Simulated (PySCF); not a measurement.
**Li²⁺: the SCF solver's settings**

The same problem is solved with other solver options, one edit a run.

Method: each script names its method and basis; program: PySCF 2.14.0.

3 further runs of the same task are left out: 1 for a known fault of the program, 2 that didn't finish.

## (1) The atom

Li²⁺: 1 atom, charge 2, spin multiplicity 2.

## (2) The base run

Input file input.py:

```python
from pyscf import gto, scf, cc

mol = gto.M(
    atom='Li 0 0 0',
    basis='cc-pvdz',
    charge=2,
    spin=1,
    verbose=4,
)
mf = scf.UHF(mol)
mf.kernel()
mycc = cc.CCSD(mf)
mycc.kernel()
mycc.ccsd_t()
mf.dip_moment()
print('orbital energies (hartree):', [e[max(0, n-3):n+3].round(4) for e, n in zip(mf.mo_energy, mol.nelec)])
```

Launch:

```console
OMP_NUM_THREADS=1 python input.py
```

Its log is not repeated here.

It gives: E(SCF) = -4.449324 Eh, E(CCSD) − E(SCF) = 0.00000 Eh, ⟨S²⟩ = 0.750.

## (3) Convergence threshold 1e-11 hartree

Run 1 changes convergence threshold: default → 1e-11 hartree.

Input file input.py:

```python
from pyscf import gto, scf, cc

mol = gto.M(
    atom='Li 0 0 0',
    basis='cc-pvdz',
    charge=2,
    spin=1,
    verbose=4,
)
mf = scf.UHF(mol)
mf.conv_tol = 1e-11
mf.kernel()
mycc = cc.CCSD(mf)
mycc.kernel()
mycc.ccsd_t()
mf.dip_moment()
print('orbital energies (hartree):', [e[max(0, n-3):n+3].round(4) for e, n in zip(mf.mo_energy, mol.nelec)])
```

Launch:

```console
OMP_NUM_THREADS=1 python input.py
```

## (4) Initial guess huckel

Run 2 changes initial guess: minao → huckel.

input.py: that of step 2 with these lines changed.

```diff
@@ -10,2 +10,3 @@
 mf = scf.UHF(mol)
+mf.init_guess = 'huckel'
 mf.kernel()
```

## (5) Smearing width 0.001 hartree

Run 3 changes smearing width: none → 0.001 hartree; step after the SCF: ccsd(t) → none.

input.py: that of step 2 with these lines changed.

```diff
@@ -1,2 +1,2 @@
-from pyscf import gto, scf, cc
+from pyscf import gto, scf
 
@@ -10,6 +10,4 @@
 mf = scf.UHF(mol)
+mf = scf.addons.smearing_(mf, sigma=0.001, method='fermi')
 mf.kernel()
-mycc = cc.CCSD(mf)
-mycc.kernel()
-mycc.ccsd_t()
 mf.dip_moment()
```

## (6) Point-group symmetry on

Run 4 changes point-group symmetry: off → on.

input.py: that of step 2 with these lines changed.

```diff
@@ -7,2 +7,3 @@
     spin=1,
+    symmetry=True,
     verbose=4,
```

## (7) Smearing width 0.01 hartree

Run 5 changes smearing width: none → 0.01 hartree; step after the SCF: ccsd(t) → none.

input.py: that of step 2 with these lines changed.

```diff
@@ -1,2 +1,2 @@
-from pyscf import gto, scf, cc
+from pyscf import gto, scf
 
@@ -10,6 +10,4 @@
 mf = scf.UHF(mol)
+mf = scf.addons.smearing_(mf, sigma=0.01, method='fermi')
 mf.kernel()
-mycc = cc.CCSD(mf)
-mycc.kernel()
-mycc.ccsd_t()
 mf.dip_moment()
```

## (8) DIIS space 20

Run 6 changes DIIS space: default → 20.

input.py: that of step 2 with these lines changed.

```diff
@@ -10,2 +10,3 @@
 mf = scf.UHF(mol)
+mf.diis_space = 20
 mf.kernel()
```

What does the calculation give? Wanted: for each run, E(SCF); from base; gap, α spin; after the SCF.

The runs gave:

| run | E(SCF) (hartree) | from base (eV) | gap, α spin (eV) | after the SCF |
| --- | --- | --- | --- | --- |
| base | -4.449324 | 0 | 96.12 | CCSD(T) correlation 0.000 eV |
| convergence threshold 1e-11 hartree | -4.449324 | 0.0000 | 96.12 | CCSD(T) correlation 0.000 eV |
| initial guess huckel | -4.449324 | 0.0000 | 96.12 | CCSD(T) correlation 0.000 eV |
| smearing width 0.001 hartree | -4.449324 | 0.0000 | n/a | n/a |
| point-group symmetry on | -4.449324 | 0.0000 | 96.12 | CCSD(T) correlation 0.000 eV |
| smearing width 0.01 hartree | -4.449324 | 0.0000 | n/a | n/a |
| DIIS space 20 | -4.449324 | 0.0000 | 96.12 | CCSD(T) correlation 0.000 eV |

What this shows: No change of the SCF energy comes from convergence threshold 1e-11 hartree or initial guess huckel or smearing width 0.001 hartree or point-group symmetry on or smearing width 0.01 hartree or DIIS space 20.
